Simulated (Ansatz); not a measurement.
Geometry optimisation, Ansatz 0.2.0, DFT PBE, scalar-relativistic, plane waves, PAW.

The input (input.yaml):

```yaml
crystal:
  lattice:
    - [0.0, 3.57, 3.57]
    - [3.57, 0.0, 3.57]
    - [3.57, 3.57, 0.0]
  atoms:
    - { symbol: C, position: [0.0, 0.0, 0.0] }
    - { symbol: C, position: [0.125, 0.125, 0.125] }
    - { symbol: C, position: [0.0, 0.0, 0.5] }
    - { symbol: C, position: [0.125, 0.125, 0.625] }
    - { symbol: C, position: [0.0, 0.5, 0.0] }
    - { symbol: C, position: [0.125, 0.625, 0.125] }
    - { symbol: C, position: [0.0, 0.5, 0.5] }
    - { symbol: C, position: [0.125, 0.625, 0.625] }
    - { symbol: C, position: [0.5, 0.0, 0.0] }
    - { symbol: C, position: [0.625, 0.125, 0.125] }
    - { symbol: C, position: [0.5, 0.0, 0.5] }
    - { symbol: C, position: [0.625, 0.125, 0.625] }
    - { symbol: C, position: [0.5, 0.5, 0.0] }
    - { symbol: C, position: [0.625, 0.625, 0.125] }
    - { symbol: C, position: [0.5, 0.5, 0.5] }
    - { symbol: C, position: [0.625, 0.625, 0.625] }
    - { symbol: H, position: [0.25438374, 0.74626726, 1.24942929] }
total_charge: 1
basis:
  ecutwfc: 420.0
kpoints:
  mp_grid: { grid: [3, 3, 3] }
hamiltonian:
  xc: pbe
  pseudopotentials: { kind: paw, azcp: { folder: soft_1 } }
scf:
  occupations: { method: gaussian, width: 0.05 }
  lower_state_search: "off"
relax:
  f_tol: 0.03
  max_steps: 60
  adjacent_minimum: "off"
```

Command:

```bash
$ ansatz run input.yaml --threads 1 --pin off --max-ram 3072MiB --backend cpu --events-out ev --progress --plain --runs-dir out
```

Problem. Where does it end, and by what steps?

Solution. The run converged. The force dipped under the threshold on the way, but the program's further checks kept it going. Limits of this set-up: a small cell, in which the defect meets its images, charged cell in a uniform background, uncorrected. After 13 steps the energy has fallen by 0.938 eV; H17 moved furthest, 0.85 Å. Joined: C13–H17 (1.77 → 1.18 Å), C14–H17 (1.53 → 1.18 Å).

| step | energy less start (eV) | largest force component (eV/Å) | accepted |
| --- | --- | --- | --- |
| 0 | 0.0000 | 1.245 | yes |
| 1 | -0.0933 | 0.368 | yes |
| 2 | -0.1089 | 0.152 | yes |
| 3 | -0.1130 | 0.218 | yes |
| 4 | -0.1210 | 0.310 | yes |
| 5 | -0.1703 | 0.600 | yes |
| 6 | -0.3502 | 0.909 | yes |
| 7 | -0.5449 | 1.561 | yes |
| 8 | -0.7369 | 1.185 | yes |
| 9 | -0.8657 | 0.838 | yes |
| 10 | -0.9227 | 0.300 | yes |
| 11 | -0.9371 | 0.139 | yes |
| 12 | -0.9378 | 0.011 | yes |
| 13 | -0.9378 | 0.011 | yes |

```xyz
17
Lattice="0.0000 3.5700 3.5700 3.5700 0.0000 3.5700 3.5700 3.5700 0.0000" Properties=species:S:1:pos:R:3
C 0.035 -0.032 0.003
C 0.929 0.871 0.881
C 1.832 1.762 0.006
C 2.723 2.650 0.897
C 1.805 -0.029 1.771
C 2.717 0.824 2.645
C 3.616 1.761 1.783
C 4.517 2.650 2.683
C 0.051 1.755 1.801
C 0.928 2.656 2.678
C 1.848 3.540 1.801
C 2.726 4.444 2.694
C 1.745 1.694 3.511
C 2.789 2.717 4.554
C 3.655 3.588 3.582
C 4.528 4.441 4.494
H 6.380 5.778 3.487
```

The run took 56 s on 1 thread of Arm Neoverse V2, with other jobs on the host, peak memory 0.31 GiB.
